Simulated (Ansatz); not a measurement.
HPbNO4 in Ansatz: the effect of functional

The system is HPbNO4.

```
CELL_PARAMETERS angstrom
4.19923 0.11117 0.16817
1.91600 3.89132 0.12568
1.76085 1.25259 6.37266
ATOMIC_POSITIONS crystal
H 0.89145 0.68202 0.62796
Pb 0.14426 0.92872 0.88352
N 0.25670 0.28861 0.30171
O 0.83108 0.65056 0.78405
O 0.38694 0.22380 0.11295
O 0.31104 0.03576 0.45856
O 0.07726 0.60633 0.32275
```

The cell was built by a generator and needn't be a form met in nature.

Alike in all runs:

| Property | Result |
| --- | --- |
| Program | Ansatz 0.2.0 |
| Task | band structure |
| Potentials or basis | all-electron LAPW, scalar-relativistic |
| Basis error allowed | 0.002 eV/atom |
| k mesh | 5 × 5 × 4 |
| Occupations | fermi-dirac, width 0.05 eV |
| Spin | no spin polarisation |

Q: One run gave: gap on the mesh 2.88 eV; pressure -0.1 GPa; largest force 0.05 eV/Å. Which functional did it use?
A. PBEsol
B. revPBE
C. BLYP
D. LDA
E. PBE

A: E.

| functional | cutoff | gap on the mesh (eV) | pressure (GPa) | largest force (eV/Å) |
| --- | --- | --- | --- | --- |
| LDA | 734 eV | 2.80 | -5.9 | 0.79 |
| RPBE | 730 eV | 2.93 | 2.5 | 0.18 |
| PBE | 732 eV | 2.88 | -0.1 | 0.05 |
| PBEsol | 732 eV | 2.87 | -2.9 | 0.38 |
| BLYP | 734 eV | 2.84 | 2.4 | 0.47 |
| revPBE | 731 eV | 2.92 | 1.9 | 0.14 |

Caveats: spin-orbit coupling is left out, which as a rule narrows the gap of such compounds by several tenths of an eV.

A k mesh can miss the band edges.

Not every run made on this cell is shown here.
